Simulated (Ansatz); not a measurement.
# Bis(tert-butylamino)silane (BTBAS) (C₈H₂₂N₂Si): how energies converge with the basis set

How large a basis does bis(tert-butylamino)silane (BTBAS) (C₈H₂₂N₂Si) need? Two functionals are run in growing sets.

Program: Ansatz 0.2.0, Gaussian basis. Level of theory: one geometry, several basis sets. These are calculated values, not measurements.

Levels to be run: PBE0-D4/def2-SVP; ωB97M-V/def2-SVP; PBE0-D4/def2-QZVPP; ωB97M-V/def2-QZVPP; the functionals' def2-TZVPP values are taken from earlier runs.

**1. The geometry**

All runs share one geometry, relaxed beforehand with PBE0-D4 in a triple-zeta def2 set.

SMILES `CC(C)(C)N[SiH2]NC(C)(C)C`, 33 atoms, charge 0, spin multiplicity 1.

Atoms are counted from 1 here; the program's logs count them from 0.

Bond lengths: C1–C2 1.530 Å, C1–H12 1.094 Å, C1–H13 1.093 Å, C1–H14 1.093 Å, C2–C3 1.524 Å, C2–C4 1.525 Å, C2–N5 1.462 Å, C3–H15 1.092 Å, C3–H16 1.092 Å, C3–H17 1.092 Å, C4–H18 1.093 Å, C4–H19 1.092 Å, C4–H20 1.095 Å, N5–Si6 1.721 Å, N5–H21 1.012 Å, Si6–N7 1.720 Å, Si6–H22 1.493 Å, Si6–H23 1.492 Å and more. Angles: C2–C1–H12 111.4°, C2–C1–H13 110.6°, C2–C1–H14 110.6°, H12–C1–H13 108.1°, H12–C1–H14 108.2°, H13–C1–H14 107.9°, C1–C2–C3 109.6°, C1–C2–C4 109.4°, C1–C2–N5 111.1°, C3–C2–C4 109.1°, C3–C2–N5 110.0°, C4–C2–N5 107.7°, C2–C3–H15 110.6°, C2–C3–H16 110.0°, C2–C3–H17 111.7°, H15–C3–H16 108.6°, H15–C3–H17 108.1°, H16–C3–H17 107.8° and more.

**2. PBE0-D4 in def2-SVP**

File in.yaml:

```yaml
crystal:
  periodic: [false, false, false]
  atoms:
    - {symbol: C, position_ang: [-3.004428, -1.402006, -1.335885]}
    - {symbol: C, position_ang: [-2.676505, -0.029231, -0.744870]}
    - {symbol: C, position_ang: [-3.296630, 0.090876, 0.641566]}
    - {symbol: C, position_ang: [-3.249916, 1.060887, -1.644252]}
    - {symbol: N, position_ang: [-1.230891, 0.176684, -0.664697]}
    - {symbol: Si, position_ang: [-0.082336, -0.521840, 0.409309]}
    - {symbol: N, position_ang: [1.327942, 0.426436, 0.141518]}
    - {symbol: C, position_ang: [2.699734, 0.207031, 0.597137]}
    - {symbol: C, position_ang: [3.102750, -1.241914, 0.354923]}
    - {symbol: C, position_ang: [3.610934, 1.121722, -0.214986]}
    - {symbol: C, position_ang: [2.842386, 0.536408, 2.084575]}
    - {symbol: H, position_ang: [-4.084323, -1.552368, -1.421286]}
    - {symbol: H, position_ang: [-2.567074, -1.505362, -2.332644]}
    - {symbol: H, position_ang: [-2.597990, -2.198402, -0.707187]}
    - {symbol: H, position_ang: [-3.037884, 1.049335, 1.096524]}
    - {symbol: H, position_ang: [-4.384411, 0.020555, 0.571458]}
    - {symbol: H, position_ang: [-2.952750, -0.703431, 1.307077]}
    - {symbol: H, position_ang: [-4.332122, 0.953601, -1.748845]}
    - {symbol: H, position_ang: [-3.034654, 2.048210, -1.230192]}
    - {symbol: H, position_ang: [-2.810911, 1.006775, -2.645459]}
    - {symbol: H, position_ang: [-0.837856, 0.352821, -1.580564]}
    - {symbol: H, position_ang: [-0.660227, -0.478734, 1.784876]}
    - {symbol: H, position_ang: [0.274047, -1.949672, 0.160744]}
    - {symbol: H, position_ang: [1.116948, 1.414782, 0.086396]}
    - {symbol: H, position_ang: [2.509753, -1.931627, 0.959210]}
    - {symbol: H, position_ang: [2.966657, -1.509110, -0.695133]}
    - {symbol: H, position_ang: [4.153049, -1.385933, 0.617928]}
    - {symbol: H, position_ang: [3.531118, 0.890742, -1.279313]}
    - {symbol: H, position_ang: [4.653747, 1.008427, 0.090765]}
    - {symbol: H, position_ang: [3.333142, 2.170606, -0.071301]}
    - {symbol: H, position_ang: [2.191935, -0.105189, 2.684414]}
    - {symbol: H, position_ang: [3.871314, 0.396221, 2.427661]}
    - {symbol: H, position_ang: [2.559148, 1.574898, 2.276735]}
basis:
  gaussian: {orbitals: def2-SVP}
hamiltonian: {xc: pbe0, dispersion: d4}
output: {orbitals: {seedname: orbitals}}
```

Run with:

```bash
ansatz run in.yaml --threads 11 --pin off --events-out ev --progress --plain --max-ram 110592MiB --backend cpu
```

Output:

```text
Functional definition: PBE0
  name "PBE0"
  cite "Adamo & Barone, J. Chem. Phys. 110, 6158 (1999) doi:10.1063/1.478522"
  cite "Perdew, Burke & Ernzerhof, Phys. Rev. Lett. 77, 3865 (1996) doi:10.1103/PhysRevLett.77.3865"
  parent pbe
  parameter a = 0.25
  parameter kappa = 0.804
  parameter beta = 0.06672455060314922
  exchange = (1 - a)*pbe_x(kappa = kappa, mu = beta*pi^2/3) + a*exact_x
  correlation = pbe_c(beta = beta)
3080 factors; their error is unknown
mean field evaluation 1: about -19466.0662 eV, gradient 9.3e1 eV
mean field evaluation 2: about -19455.7135 eV, gradient 1.1e2 eV
mean field evaluation 4: about -19486.2405 eV, gradient 4.1e0 eV
mean field evaluation 8: about -19486.2810 eV, gradient 4.9e-2 eV
mean field evaluation 16: about -19486.2838 eV, gradient 9.4e-5 eV
mean field -19486.28376344 eV, -716.1077200290 hartree, gradient 3.5e-5 eV, S^2 0.000000; 0 other end points of the search recorded, 0 dependent functions left out
reference -19486.28380538 eV, -716.1077215700 hartree; 49, 49 occupied and 219, 219 virtual orbitals, 3080 factors
Total energy: -19487.05996756 eV, -716.1362450043 hartree
```

It took 3.4 s on 11 threads of AMD EPYC 7R13, shared host; peak memory 1.6 GiB.

**3. ωB97M-V in def2-SVP**

Changes to in.yaml since step 2:

```diff
@@ -38,3 +38,3 @@
   gaussian: {orbitals: def2-SVP}
-hamiltonian: {xc: pbe0, dispersion: d4}
+hamiltonian: {xc: {name: wB97M-V}}
 output: {orbitals: {seedname: orbitals}}
```

Same command.

Output, cut to the lines that bear on the results:

```text
Functional definition: wB97M-V
  name "wB97M-V"
  cite "Mardirossian & Head-Gordon, J. Chem. Phys. 144, 214110 (2016) doi:10.1063/1.4952647"
  cite "Becke, J. Chem. Phys. 107, 8554 (1997) doi:10.1063/1.475007"
  cite "Vydrov & Van Voorhis, J. Chem. Phys. 133, 244103 (2010) doi:10.1063/1.3521275"
  # Of w^i u^j: cxij and so on, Table III.
[...]
  gx(w, u) = 1 - cx + cx01*u + cx10*w
  gss(w, u) = css00 + css04*u^4 + css10*w + css20*w^2 + css43*w^4*u^3
  gos(w, u) = cos00 + cos10*w + (cos20 + cos21*u)*w^2 + (cos60 + cos61*u)*w^6
[...]
      + integral(e_c_pw_mod_opposite_spin*gos(b97_w_opposite, b97_u_opposite)) + vv10(b, c)
3080 factors; their error is unknown
803 factors; integrals over basis functions are off by at most 6.3e-6 eV
[...]
mean field -19496.35310872 eV, -716.4777616428 hartree, gradient 5.5e-5 eV, S^2 0.000000; 0 other end points of the search recorded, 0 dependent functions left out
reference -19496.35317757 eV, -716.4777641729 hartree; 49, 49 occupied and 219, 219 virtual orbitals, 3080 factors
Total energy: -19496.35317757 eV, -716.4777641729 hartree
```

Run time: 8.5 s. Hardware: 11 threads of AMD EPYC 7R13, shared host; peak memory 2 GiB.

**4. PBE0-D4 in def2-QZVPP**

Changes to in.yaml since step 3:

```diff
@@ -37,4 +37,4 @@
 basis:
-  gaussian: {orbitals: def2-SVP}
-hamiltonian: {xc: {name: wB97M-V}}
+  gaussian: {orbitals: "def2-QZVPP.json"}
+hamiltonian: {xc: pbe0, dispersion: d4}
 output: {orbitals: {seedname: orbitals}}
```

Run with:

```bash
ansatz run in.yaml --threads 11 --pin off --events-out ev --progress --plain --max-ram 110592MiB --backend cuda --devices 0, --max-vram 75GiB
```

Output:

```text
Functional definition: PBE0
  name "PBE0"
  cite "Adamo & Barone, J. Chem. Phys. 110, 6158 (1999) doi:10.1063/1.478522"
  cite "Perdew, Burke & Ernzerhof, Phys. Rev. Lett. 77, 3865 (1996) doi:10.1103/PhysRevLett.77.3865"
  parent pbe
  parameter a = 0.25
  parameter kappa = 0.804
  parameter beta = 0.06672455060314922
  exchange = (1 - a)*pbe_x(kappa = kappa, mu = beta*pi^2/3) + a*exact_x
  correlation = pbe_c(beta = beta)
3503 factors; their error is unknown
mean field evaluation 1: about -19472.2920 eV, gradient 1.2e2 eV
mean field evaluation 2: about -19443.2666 eV, gradient 1.6e2 eV
mean field evaluation 4: about -19502.6465 eV, gradient 8.9e0 eV
mean field evaluation 8: about -19502.8115 eV, gradient 7.4e-1 eV
mean field evaluation 16: about -19502.8121 eV, gradient 1.6e-4 eV
mean field -19502.81213235 eV, -716.7151263830 hartree, gradient 3.6e-5 eV, S^2 0.000000; 0 other end points of the search recorded, 0 dependent functions left out
reference -19502.81219873 eV, -716.7151288223 hartree; 49, 49 occupied and 1251, 1251 virtual orbitals, 3503 factors
Total energy: -19503.58836092 eV, -716.7436522567 hartree
```

Run time: 5.5 s. Hardware: 1 × H100 with 11 threads of AMD EPYC 7R13, shared host; peak host memory 1.9 GiB.

**5. ωB97M-V in def2-QZVPP**

Changes to in.yaml since step 4:

```diff
@@ -38,3 +38,3 @@
   gaussian: {orbitals: "def2-QZVPP.json"}
-hamiltonian: {xc: pbe0, dispersion: d4}
+hamiltonian: {xc: {name: wB97M-V}}
 output: {orbitals: {seedname: orbitals}}
```

Launched as before.

Output, cut to the lines that bear on the results:

```text
Functional definition: wB97M-V
  name "wB97M-V"
  cite "Mardirossian & Head-Gordon, J. Chem. Phys. 144, 214110 (2016) doi:10.1063/1.4952647"
  cite "Becke, J. Chem. Phys. 107, 8554 (1997) doi:10.1063/1.475007"
  cite "Vydrov & Van Voorhis, J. Chem. Phys. 133, 244103 (2010) doi:10.1063/1.3521275"
  # Of w^i u^j: cxij and so on, Table III.
[...]
  gx(w, u) = 1 - cx + cx01*u + cx10*w
  gss(w, u) = css00 + css04*u^4 + css10*w + css20*w^2 + css43*w^4*u^3
  gos(w, u) = cos00 + cos10*w + (cos20 + cos21*u)*w^2 + (cos60 + cos61*u)*w^6
[...]
      + integral(e_c_pw_mod_opposite_spin*gos(b97_w_opposite, b97_u_opposite)) + vv10(b, c)
3483 factors; their error is unknown
1017 factors; integrals over basis functions are off by at most 4.2e-6 eV
[...]
mean field -19513.63438244 eV, -717.1128367382 hartree, gradient 3.6e-5 eV, S^2 0.000000; 0 other end points of the search recorded, 0 dependent functions left out
reference -19513.63448779 eV, -717.1128406099 hartree; 49, 49 occupied and 1251, 1251 virtual orbitals, 3483 factors
Total energy: -19513.63448779 eV, -717.1128406099 hartree
```

Run time: 8 s. Hardware: 1 × H100 with 11 threads of AMD EPYC 7R13, shared host; peak host memory 2.2 GiB.

**6. Functionals by basis**

The def2-TZVPP values come from earlier runs at the same geometry.

| functional | basis | functions | energy (eV) | from the largest (eV) | HOMO (eV) | LUMO (eV) |
| --- | --- | --- | --- | --- | --- | --- |
| PBE0-D4 | def2-SVP | 268 | -19487.0600 | 16.528 | -6.48 | 1.20 |
| PBE0-D4 | def2-TZVPP | 660 | -19502.6453 | 0.943 | -6.62 | 0.76 |
| PBE0-D4 | def2-QZVPP | 1300 | -19503.5884 | 0.000 | -6.65 | 0.47 |
| ωB97M-V | def2-SVP | 268 | -19496.3532 | 17.281 | -8.81 | 2.90 |
| ωB97M-V | def2-TZVPP | 660 | -19512.7302 | 0.904 | -8.97 | 2.26 |
| ωB97M-V | def2-QZVPP | 1300 | -19513.6345 | 0.000 | -8.99 | 1.56 |

**7. What came out**

| quantity | value |
| --- | --- |
| PBE0-D4: double and triple zeta above quadruple | 16.53, 0.94 eV |
| ωB97M-V: double and triple zeta above quadruple | 17.28, 0.90 eV |

**Reading.** For PBE0-D4 the step from double to triple zeta gains 15.59 eV and the next only 0.94 eV. Total energies overstate the basis error of differences, where much of it tends to cancel. The LUMO of ωB97M-V is positive and keeps falling with the basis (2.90 to 1.56 eV): an unbound level that the basis holds in place.
